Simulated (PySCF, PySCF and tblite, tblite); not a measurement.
# C₁₀H₁₀O: conformers and averaged spectra, part 1 of 2

Aim: find the conformers of C₁₀H₁₀O (`O=C(c1ccccc1)C1CC1`), weigh them, and average their properties.

Computed with tblite 0.8.0 (tight binding) and PySCF 2.14.0 (DFT, with response routines of our own); each step states its level. Atoms count from 0 throughout.

## 1. The molecule as given

21 atoms, charge 0, multiplicity 1; geometry from: MMFF94s geometry.

Bonds of the start (Å): C10–H19 1.08, C10–H20 1.08, C1–C2 1.48, C1–C8 1.50, C2–C3 1.41, C2–C7 1.41, C3–C4 1.40, C3–H11 1.08, C4–C5 1.39, C4–H12 1.09, C5–C6 1.40, C5–H13 1.08, C6–C7 1.40, C6–H14 1.10, C7–H15 1.08, C8–C10 1.51, C8–C9 1.51, C8–H16 1.08, C9–C10 1.50, C9–H17 1.08, C9–H18 1.09, O0–C1 1.22.

## 2. GFN2-xTB relaxation, conformer 1

Job settings and geometry (Å):

```
{"job": {"xc": "GFN2-xTB", "basis": "xTB", "kind": "relax"}, "charge": 0, "multiplicity": 1}
O      1.113500    -1.258900    -1.727900
C      0.826300    -0.701300    -0.676900
C     -0.571800    -0.409000    -0.296300
C     -1.590400    -0.695400    -1.234700
C     -2.927700    -0.440700    -0.915400
C     -3.268500     0.121800     0.304800
C     -2.265300     0.422900     1.231700
C     -0.920300     0.161600     0.939800
C      1.925700    -0.348600     0.284300
C      2.375600     1.088500     0.414600
C      3.267800     0.080400    -0.251300
H     -1.340600    -1.145200    -2.188100
H     -3.708100    -0.670900    -1.637200
H     -4.300700     0.327000     0.540700
H     -2.535800     0.865500     2.196900
H     -0.176000     0.398800     1.692000
H      1.950100    -0.963400     1.176600
H      1.919100     1.836000    -0.222300
H      2.661300     1.451600     1.399200
H      3.407300     0.142100    -1.319100
H      4.149600    -0.246000     0.287900
```

On the command line:

```console
> OMP_NUM_THREADS=1 python ens_run.py task.json out
```

The driver reads the study from task.json and runs its stages one after another.

What it wrote:

```text
step      E/eV     max force
  0    -830.54499    1.042
  1    -830.57567    0.920
  2    -830.59126    0.331
  3    -830.60061    0.234
  4    -830.60591    0.173
  5    -830.60886    0.134
  6    -830.61155    0.139
  7    -830.61466    0.180
  8    -830.61742    0.156
  9    -830.61969    0.137
 10    -830.62147    0.144
 11    -830.62304    0.137
 12    -830.62455    0.098
 13    -830.62599    0.104
 14    -830.62716    0.098
 15    -830.62801    0.071
 16    -830.62869    0.071
 17    -830.62938    0.068
 18    -830.63013    0.079
 19    -830.63091    0.079
 20    -830.63169    0.064
 21    -830.63256    0.073
 22    -830.63362    0.094
 23    -830.63473    0.114
 24    -830.63565    0.092
 25    -830.63634    0.078
 26    -830.63697    0.058
 27    -830.63761    0.070
 28    -830.63828    0.082
 29    -830.63892    0.067
 30    -830.63948    0.063
 31    -830.64005    0.058
 32    -830.64076    0.102
 33    -830.64169    0.107
 34    -830.64282    0.157
 35    -830.64384    0.075
 36    -830.64471    0.126
 37    -830.64536    0.072
 38    -830.64611    0.118
 39    -830.64676    0.149
 40    -830.64760    0.130
 41    -830.64823    0.067
 42    -830.64880    0.054
 43    -830.64931    0.057
 44    -830.64987    0.070
 45    -830.65054    0.065
 46    -830.65145    0.084
 47    -830.65274    0.104
 48    -830.65449    0.112
 49    -830.65642    0.120
 50    -830.65824    0.103
 51    -830.65979    0.110
 52    -830.66122    0.109
 53    -830.66277    0.105
 54    -830.66453    0.163
 55    -830.66659    0.154
 56    -830.66918    0.120
 57    -830.67114    0.124
 58    -830.67355    0.117
 59    -830.67526    0.141
 60    -830.67654    0.124
 61    -830.67803    0.143
 62    -830.67987    0.104
 63    -830.68175    0.117
 64    -830.68346    0.157
 65    -830.68543    0.136
 66    -830.68792    0.125
 67    -830.69094    0.117
 68    -830.69324    0.147
 69    -830.69254    0.186
 70    -830.69613    0.126
 71    -830.69738    0.094
 72    -830.70106    0.085
 73    -830.70265    0.129
 74    -830.70411    0.095
 75    -830.70508    0.082
 76    -830.70605    0.092
 77    -830.70688    0.078
 78    -830.70747    0.070
 79    -830.70794    0.061
 80    -830.70848    0.066
 81    -830.70911    0.086
 82    -830.70979    0.068
 83    -830.71050    0.074
 84    -830.71140    0.066
 85    -830.71246    0.067
 86    -830.71349    0.071
 87    -830.71424    0.056
 88    -830.71494    0.069
 89    -830.71568    0.071
 90    -830.71662    0.047
 91    -830.71723    0.057
 92    -830.71768    0.048
 93    -830.71808    0.063
 94    -830.71843    0.044
 95    -830.71870    0.040
 96    -830.71870    0.040
 97    -830.71881    0.031
 98    -830.71897    0.024
 99    -830.71902    0.022
100    -830.71910    0.018
101    -830.71917    0.017
102    -830.71921    0.017
103    -830.71926    0.015
104    -830.71930    0.015
105    -830.71934    0.013
106    -830.71936    0.010
107    -830.71938    0.012
108    -830.71940    0.008
109    -830.71941    0.006
110    -830.71942    0.006
111    -830.71942    0.007
112    -830.71943    0.006
113    -830.71944    0.007
114    -830.71945    0.006
115    -830.71945    0.007
116    -830.71946    0.006
117    -830.71947    0.008
118    -830.71948    0.007
119    -830.71948    0.006
120    -830.71949    0.008
121    -830.71950    0.007
122    -830.71951    0.007
123    -830.71952    0.006
124    -830.71953    0.006
125    -830.71953    0.007
126    -830.71954    0.006
127    -830.71955    0.006
128    -830.71956    0.005
129    -830.71957    0.007
130    -830.71957    0.007
131    -830.71958    0.005
132    -830.71958    0.003
```

Run time: 1.1 s. Hardware: 1 thread of Arm Neoverse V1, shared host.

The energy fell by 0.175 eV, and the atoms moved 0.65 Å (root mean square).

## 3. Shieldings, conformer 1: wB97X-D/pcSseg-1 in chloroform

Job settings and geometry (Å):

```
{"job": {"xc": "wB97X-D", "basis": "pcSseg-1", "solvent": "chloroform", "kind": "nmr", "pop": true}, "charge": 0, "multiplicity": 1}
O      1.041745     0.195569    -1.943059
C      0.756937     0.059962    -0.770732
C     -0.657500    -0.058414    -0.325186
C     -1.572546    -0.663428    -1.184165
C     -2.899147    -0.788676    -0.818798
C     -3.330380    -0.289548     0.399556
C     -2.431835     0.336567     1.248351
C     -1.099639     0.448061     0.894289
C      1.790575    -0.010560     0.292445
C      2.907622     1.011366     0.245891
C      3.189239    -0.396819    -0.126465
H     -1.220262    -1.036193    -2.134432
H     -3.599669    -1.269517    -1.485360
H     -4.367865    -0.381330     0.685456
H     -2.771791     0.739679     2.191048
H     -0.412059     0.957903     1.552852
H      1.447765    -0.337171     1.264379
H      2.858946     1.743200    -0.546102
H      3.274102     1.393659     1.186671
H      3.326015    -0.620363    -1.173671
H      3.760825    -1.017005     0.546561
```

What it wrote:

```text
coarse grid: 18152 points
cycle   1  E = -461.8460634733  dE =  2.607e+00  |g| = 8.311e-01  |ddm| = 4.438e+00
cycle   2  E = -461.7193955757  dE =  1.267e-01  |g| = 1.237e+00  |ddm| = 2.020e+00
cycle   3  E = -461.9886541543  dE = -2.693e-01  |g| = 6.257e-02  |ddm| = 1.269e+00
cycle   4  E = -461.9896528656  dE = -9.987e-04  |g| = 3.685e-02  |ddm| = 9.935e-02
cycle   5  E = -461.9899969348  dE = -3.441e-04  |g| = 6.822e-03  |ddm| = 4.845e-02
cycle   6  E = -461.9900129137  dE = -1.598e-05  |g| = 2.792e-03  |ddm| = 1.364e-02
cycle   7  E = -461.9900159048  dE = -2.991e-06  |g| = 1.093e-03  |ddm| = 5.727e-03
final grid: 177008 points
cycle   8  E = -462.0714779678  dE = -2.966e-04  |g| = 5.329e-03  |ddm| = 6.805e-02
cycle   9  E = -462.0714832509  dE = -5.283e-06  |g| = 3.702e-03  |ddm| = 1.193e-02
cycle  10  E = -462.0714863185  dE = -3.068e-06  |g| = 6.807e-04  |ddm| = 3.610e-03
cycle  11  E = -462.0714864489  dE = -1.304e-07  |g| = 3.774e-04  |ddm| = 1.445e-03
cycle  12  E = -462.0714864755  dE = -2.658e-08  |g| = 7.535e-05  |ddm| = 4.768e-04
cycle  13  E = -462.0714864774  dE = -1.914e-09  |g| = 4.872e-05  |ddm| = 1.387e-04
cycle  14  E = -462.0714864781  dE = -7.093e-10  |g| = 1.246e-05  |ddm| = 1.005e-04
converged SCF energy = -462.0714864781

GIAO shielding tensors (ppm)
atom      isotropic    diamagn.    paramagn.     s11        s22        s33       span
  0 O     -228.419     403.533    -631.952   -747.389   -330.469    392.600   1139.990
  1 C      -28.131     246.028    -274.159   -110.440    -73.934     99.981    210.421
  2 C       39.536     264.630    -225.094    -50.616      9.871    159.353    209.969
  3 C       51.652     248.863    -197.211    -56.071     30.018    181.008    237.078
  4 C       51.516     254.794    -203.278    -60.302     34.744    180.106    240.407
  5 C       46.982     254.732    -207.750    -68.024     29.136    179.833    247.857
  6 C       52.172     254.224    -202.053    -59.972     36.298    180.189    240.162
  7 C       51.330     252.539    -201.209    -53.142     28.211    178.919    232.061
  8 C      164.188     251.705     -87.517    125.346    152.790    214.427     89.081
  9 C      169.869     253.359     -83.490    140.242    173.828    195.538     55.295
 10 C      174.076     254.275     -80.200    147.755    174.561    199.912     52.157
 11 H       23.652      32.990      -9.337     19.609     22.964     28.384      8.775
 12 H       23.864      29.182      -5.318     20.345     24.438     26.810      6.465
 13 H       23.776      28.534      -4.758     20.564     24.155     26.609      6.044
 14 H       23.861      30.374      -6.513     20.307     24.184     27.092      6.785
 15 H       23.460      34.371     -10.910     19.355     22.001     29.025      9.670
 16 H       29.217      34.348      -5.131     22.172     29.599     35.880     13.708
 17 H       30.690      31.122      -0.431     25.740     28.130     38.200     12.459
 18 H       30.513      30.086       0.427     24.816     26.223     40.498     15.682
 19 H       30.337      31.485      -1.149     24.504     27.684     38.823     14.319
 20 H       30.657      29.742       0.915     24.830     26.463     40.679     15.850
```

It took 78 s on 1 thread of Arm Neoverse V1, shared host; peak memory 1.4 GiB.

In short: HOMO -9.26 eV, LUMO 0.21 eV; dipole 3.72 D.

The fields below are evaluated on a grid from the run's orbitals.

Frontier orbitals at wB97X-D/pcSseg-1, with the share of their density that lies nearest to each atom:

```csv
orbital,energy (eV),lies on
HOMO,-9.26,"O0 24 %; C2 19 %; C3, C5, C6 about 14 % each"
LUMO,0.21,"C1 23 %; O0 16 %; C2, C5 about 12 % each"
```

ELF in a plane through or near 12 of the atoms.

Values, 10 rows by 14 columns:
```
0.00 0.00 0.00 0.00 0.00 0.00 0.00 0.00 0.00 0.00 0.00 0.00 0.00 0.00
0.00 0.00 0.00 0.00 0.00 0.00 0.00 0.00 0.00 0.02 0.01 0.00 0.00 0.00
0.00 0.00 0.00 0.05 0.05 0.00 0.01 0.69 0.01 0.99 0.98 0.00 0.00 0.00
0.00 0.00 0.01 0.98 0.94 0.06 0.05 1.00 0.39 0.77 0.59 0.03 0.01 0.00
0.00 0.00 0.03 0.49 0.39 0.70 0.11 0.53 0.27 0.57 0.31 1.00 0.93 0.00
0.00 0.00 0.07 0.66 0.61 0.64 0.49 0.35 0.60 0.27 0.89 0.37 0.11 0.00
0.00 0.00 0.01 0.83 0.91 0.16 0.68 0.17 0.31 0.90 0.77 0.76 0.00 0.00
0.00 0.00 0.00 0.56 0.27 0.46 0.51 0.09 1.00 0.19 0.93 0.97 0.00 0.00
0.00 0.00 0.00 0.00 0.00 0.01 0.02 0.01 0.90 0.02 0.01 0.00 0.00 0.00
0.00 0.00 0.00 0.00 0.00 0.00 0.00 0.00 0.00 0.00 0.00 0.00 0.00 0.00
```
The map spans 14.0 Å across and 10.0 Å up, centred on the molecule. Atoms in the plane (x, y in Å): C1 (-0.8, -0.7), C2 (0.7, -0.3), C3 (1.6, -1.3), C4 (3.0, -1.0), C5 (3.3, 0.4), C6 (2.4, 1.4), C7 (1.1, 1.0), H11 (1.3, -2.3), H12 (3.7, -1.8), H13 (4.4, 0.6), H14 (2.7, 2.4), H15 (0.3, 1.8).

log10 of the density (e/Å³) in the same plane.

Ten even steps from '0' (-4.0) to '9' (2.1):
```
0000000000000000000000000000
0000000000000000000000000000
0000000000000000012210000000
0000000110001122233432100000
0000012221112333345543100000
0000133443223455456653210000
0000234554334566566654321000
0001245665554567779665543100
0001345666665467766776653200
0002345666765567655686653100
0002345666666679655666543100
0001245665668667666765432000
0001245655566656796766531000
0000134554565545665566531000
0000123443455445765455421000
0000011222333334553333210000
0000000001222223332222100000
0000000000000011211000000000
0000000000000000000000000000
0000000000000000000000000000
```
The map spans 14.0 Å across and 10.0 Å up, centred on the molecule. Atoms in the plane (x, y in Å): C1 (-0.8, -0.7), C2 (0.7, -0.3), C3 (1.6, -1.3), C4 (3.0, -1.0), C5 (3.3, 0.4), C6 (2.4, 1.4), C7 (1.1, 1.0), H11 (1.3, -2.3), H12 (3.7, -1.8), H13 (4.4, 0.6), H14 (2.7, 2.4), H15 (0.3, 1.8).

On the surface of density 0.002 e/bohr³ the electrostatic potential runs, from the 1st to the 99th percentile, from -2.03 V near O0 to 1.15 V near H15.

## 4. Single-point energy, conformer 1: B3LYP/def2-SVP in chloroform

The job, as its differences from that of step 3:

```diff
@@ -1,2 +1,2 @@
-{"job": {"xc": "wB97X-D", "basis": "pcSseg-1", "solvent": "chloroform", "kind": "nmr", "pop": true}, "charge": 0, "multiplicity": 1}
+{"job": {"xc": "B3LYP", "basis": "def2-SVP", "solvent": "chloroform", "kind": "sp"}, "charge": 0, "multiplicity": 1}
 O      1.041745     0.195569    -1.943059
```

What it wrote:

```text
coarse grid: 18152 points
cycle   1  E = -461.7039014712  dE =  1.893e+00  |g| = 8.424e-01  |ddm| = 5.889e+00
cycle   2  E = -461.2870414504  dE =  4.169e-01  |g| = 1.672e+00  |ddm| = 3.255e+00
cycle   3  E = -461.8445005712  dE = -5.575e-01  |g| = 2.072e-01  |ddm| = 2.473e+00
cycle   4  E = -461.8547875535  dE = -1.029e-02  |g| = 6.328e-02  |ddm| = 3.189e-01
cycle   5  E = -461.8557047317  dE = -9.172e-04  |g| = 1.725e-02  |ddm| = 8.428e-02
cycle   6  E = -461.8557751090  dE = -7.038e-05  |g| = 5.366e-03  |ddm| = 2.319e-02
cycle   7  E = -461.8557820227  dE = -6.914e-06  |g| = 1.745e-03  |ddm| = 7.066e-03
final grid: 177008 points
cycle   8  E = -461.9526460199  dE = -5.758e-05  |g| = 7.781e-03  |ddm| = 5.949e-02
cycle   9  E = -461.9526243043  dE =  2.172e-05  |g| = 1.267e-02  |ddm| = 2.251e-02
cycle  10  E = -461.9526608098  dE = -3.651e-05  |g| = 2.177e-03  |ddm| = 1.559e-02
cycle  11  E = -461.9526617402  dE = -9.304e-07  |g| = 3.225e-04  |ddm| = 2.430e-03
cycle  12  E = -461.9526617581  dE = -1.793e-08  |g| = 1.778e-04  |ddm| = 6.006e-04
cycle  13  E = -461.9526617666  dE = -8.450e-09  |g| = 4.211e-05  |ddm| = 2.583e-04
cycle  14  E = -461.9526617670  dE = -4.438e-10  |g| = 1.028e-05  |ddm| = 5.381e-05
converged SCF energy = -461.9526617670
```

Wall time 18 s (1 thread of Arm Neoverse V1, shared host); peak memory 0.92 GiB.

This run: HOMO -6.96 eV, LUMO -1.50 eV; dipole 3.48 D.

## 5. Couplings, conformer 1: B3LYP/6-31G*+pcJ-1

The job, as its differences from that of step 4:

```diff
@@ -1,2 +1,2 @@
-{"job": {"xc": "B3LYP", "basis": "def2-SVP", "solvent": "chloroform", "kind": "sp"}, "charge": 0, "multiplicity": 1}
+{"job": {"xc": "B3LYP", "basis": {"default": "6-31G*", "H": "pcJ-1"}, "nuclei": ["H", "F", "P", "Si", "B"], "kind": "j"}, "charge": 0, "multiplicity": 1}
 O      1.041745     0.195569    -1.943059
```

What it wrote:

```text
coarse grid: 18152 points
cycle   1  E = -462.2059295921  dE =  2.012e+00  |g| = 8.849e-01  |ddm| = 4.522e+00
cycle   2  E = -461.6665148206  dE =  5.394e-01  |g| = 1.845e+00  |ddm| = 2.792e+00
cycle   3  E = -462.3601899154  dE = -6.937e-01  |g| = 2.660e-01  |ddm| = 2.193e+00
cycle   4  E = -462.3770876362  dE = -1.690e-02  |g| = 7.717e-02  |ddm| = 3.527e-01
cycle   5  E = -462.3783814697  dE = -1.294e-03  |g| = 2.450e-02  |ddm| = 8.856e-02
cycle   6  E = -462.3785184411  dE = -1.370e-04  |g| = 9.577e-03  |ddm| = 3.094e-02
cycle   7  E = -462.3785428232  dE = -2.438e-05  |g| = 2.687e-03  |ddm| = 1.155e-02
cycle   8  E = -462.3785446393  dE = -1.816e-06  |g| = 6.666e-04  |ddm| = 3.562e-03
final grid: 177008 points
cycle   9  E = -462.2880444351  dE = -5.708e-05  |g| = 7.917e-03  |ddm| = 4.224e-02
cycle  10  E = -462.2880291932  dE =  1.524e-05  |g| = 1.157e-02  |ddm| = 1.850e-02
cycle  11  E = -462.2880590737  dE = -2.988e-05  |g| = 3.310e-03  |ddm| = 1.271e-02
cycle  12  E = -462.2880612432  dE = -2.170e-06  |g| = 2.855e-04  |ddm| = 3.046e-03
cycle  13  E = -462.2880612555  dE = -1.223e-08  |g| = 1.637e-04  |ddm| = 4.569e-04
cycle  14  E = -462.2880612620  dE = -6.564e-09  |g| = 5.297e-05  |ddm| = 2.366e-04
cycle  15  E = -462.2880612628  dE = -7.254e-10  |g| = 1.791e-05  |ddm| = 6.876e-05
converged SCF energy = -462.2880612628

Indirect spin-spin couplings (Hz)
  i      j    bonds     total        FC       PSO       DSO        SD
 11 H   12 H    3      8.851     9.020     0.124    -0.293         -
 11 H   13 H    4      0.540     1.177     1.164    -1.800         -
 11 H   15 H    4      1.033     1.695     1.194    -1.856         -
 11 H   16 H    5     -0.253    -0.007     0.566    -0.812         -
 11 H   17 H    6     -0.157     0.004     0.384    -0.544         -
 11 H   18 H    6     -0.246     0.034     0.652    -0.933         -
 11 H   20 H    6     -0.180     0.005     0.416    -0.601         -
 12 H   13 H    3      8.395     8.610     0.218    -0.434         -
 12 H   14 H    4      0.398     1.059     1.206    -1.867         -
 12 H   16 H    6     -0.274    -0.005     0.508    -0.776         -
 12 H   17 H    7     -0.179     0.029     0.423    -0.631         -
 12 H   18 H    7     -0.240    -0.006     0.492    -0.727         -
 12 H   19 H    7     -0.157     0.009     0.343    -0.508         -
 12 H   20 H    7     -0.185     0.012     0.414    -0.611         -
 13 H   14 H    3      8.437     8.651     0.202    -0.416         -
 13 H   15 H    4      0.345     0.973     1.148    -1.776         -
 13 H   16 H    7     -0.255    -0.034     0.398    -0.618         -
 13 H   17 H    8     -0.207     0.005     0.417    -0.630         -
 13 H   18 H    8     -0.171     0.023     0.394    -0.587         -
 13 H   19 H    8     -0.238    -0.013     0.448    -0.673         -
 13 H   20 H    8     -0.193     0.004     0.403    -0.600         -
 14 H   15 H    3      8.872     9.025     0.048    -0.201         -
 14 H   17 H    7     -0.160    -0.006     0.333    -0.486         -
 14 H   19 H    7     -0.232     0.006     0.513    -0.750         -
 14 H   20 H    7     -0.159    -0.005     0.356    -0.510         -
 15 H   16 H    5      0.598    -0.346    -1.875     2.818         -
 15 H   18 H    6      0.315     0.096    -0.498     0.717         -
 16 H   17 H    3      4.205     4.954     1.781    -2.531         -
 16 H   18 H    3      9.336     9.252     0.140    -0.056         -
 16 H   19 H    3      4.406     5.162     1.779    -2.534         -
 16 H   20 H    3      8.532     8.460     0.146    -0.073         -
 17 H   18 H    2     -5.314    -4.678     2.286    -2.922         -
 17 H   19 H    3     10.748    10.713     0.138    -0.102         -
 17 H   20 H    3      6.647     7.537     1.887    -2.777         -
 18 H   19 H    3      6.777     7.665     1.882    -2.769         -
 18 H   20 H    3      9.822     9.921     0.387    -0.486         -
 19 H   20 H    2     -5.561    -4.916     2.285    -2.930         -
```

Run time: 67 s. Hardware: 1 thread of Arm Neoverse V1, shared host; peak memory 1.3 GiB.

In short: HOMO -6.67 eV, LUMO -1.27 eV; dipole 2.79 D.

(Continued in part 2 of 2.)
